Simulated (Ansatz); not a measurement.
Runs of Ansatz 0.2.0 on NiMoIrPdW. The structure is trigonal, space group P-3m1 (No. 164). The conventional cell has a = 2.771 Å, b = 2.771 Å, c = 22.020 Å, α = 90.00°, β = 90.00°, γ = 120.00°. Ni (site symmetry 3m) has 3 Mo at 2.55 Å and 3 Pd at 2.65 Å and 6 Ni at 2.77 Å as nearest neighbours. Around Mo (site symmetry 3m) lie 3 Ni at 2.55 Å and 3 Ir at 2.76 Å and 6 Mo at 2.77 Å. Around Pd (site symmetry 3m) lie 3 Ni at 2.65 Å and 9 Pd at 2.77 to 2.84 Å. Ir (site symmetry 3m) has 3 Mo at 2.76 Å and 3 W at 2.77 Å and 6 Ir at 2.77 Å as nearest neighbours. W (site symmetry 3m) has 3 Ir at 2.77 Å and 9 W at 2.77 to 2.93 Å as nearest neighbours. The cell was built by a generator and needn't be a form met in nature.

| task | level | U | cell | k mesh | hubbard projectors | double counting | mesh quality | gap on the mesh (eV) | pressure (GPa) | moment (μB) | largest force (eV/Å) |
| --- | --- | --- | --- | --- | --- | --- | --- | --- | --- | --- | --- |
| projected density of states | PBE+U | Ir d U = 2 eV, Mo d U = 2 eV, Ni d U = 2 eV, Pd d U = 2 eV, W d U = 2 eV | as given | 11 × 11 × 2 | ortho-atomic (the default) | fll (the default) | not flagged | none | (b) | 0.50 | 0.13 |
| phonons | PBE | - | as given | 7 × 7 × 1 | - | - | coarse | none | - | 0.00 | - |
| single point | PBE | - | atoms moved at random, drawn with an rms of 0.05 Å | 11 × 11 × 2 | - | - | not flagged | none | -0.1 | 0.00 | 0.88 |
| single point | PBE | - | as given | 11 × 11 × 2 | - | - | not flagged | none | 0.0 | 0.00 | (c) |
| projected density of states | PBE+U | Ir d U = 4 eV, Mo d U = 4 eV, Ni d U = 4 eV, Pd d U = 4 eV, W d U = 4 eV | as given | 11 × 11 × 2 | ortho-atomic (the default) | fll (the default) | not flagged | none | 4.2 | (a) | 1.27 |

Alike in all rows: potentials or basis Ansatz PAW; spin collinear, ferromagnetic start; cutoff (eV) 420; smearing fermi-dirac 0.05 eV.

**Question.** Estimate the missing entries.

**Answer.** (a) 1.90; (b) 0.3; (c) 0.10.

Caveats: some runs use coarse meshes; the starting moments weren't kept (some runs); the magnetic or orbital state may not be the lowest (some runs); the U is typed as a test and isn't derived for this compound (some runs); forces of over 1 eV/Å show positions far from the minimum, so gaps and moduli don't describe the material at rest (some runs).

A k mesh can miss the band edges, and the runs leave out spin-orbit coupling on Ir, Mo, Pd, W.

A gap of «none» marks a metal or a gap under the smearing width.
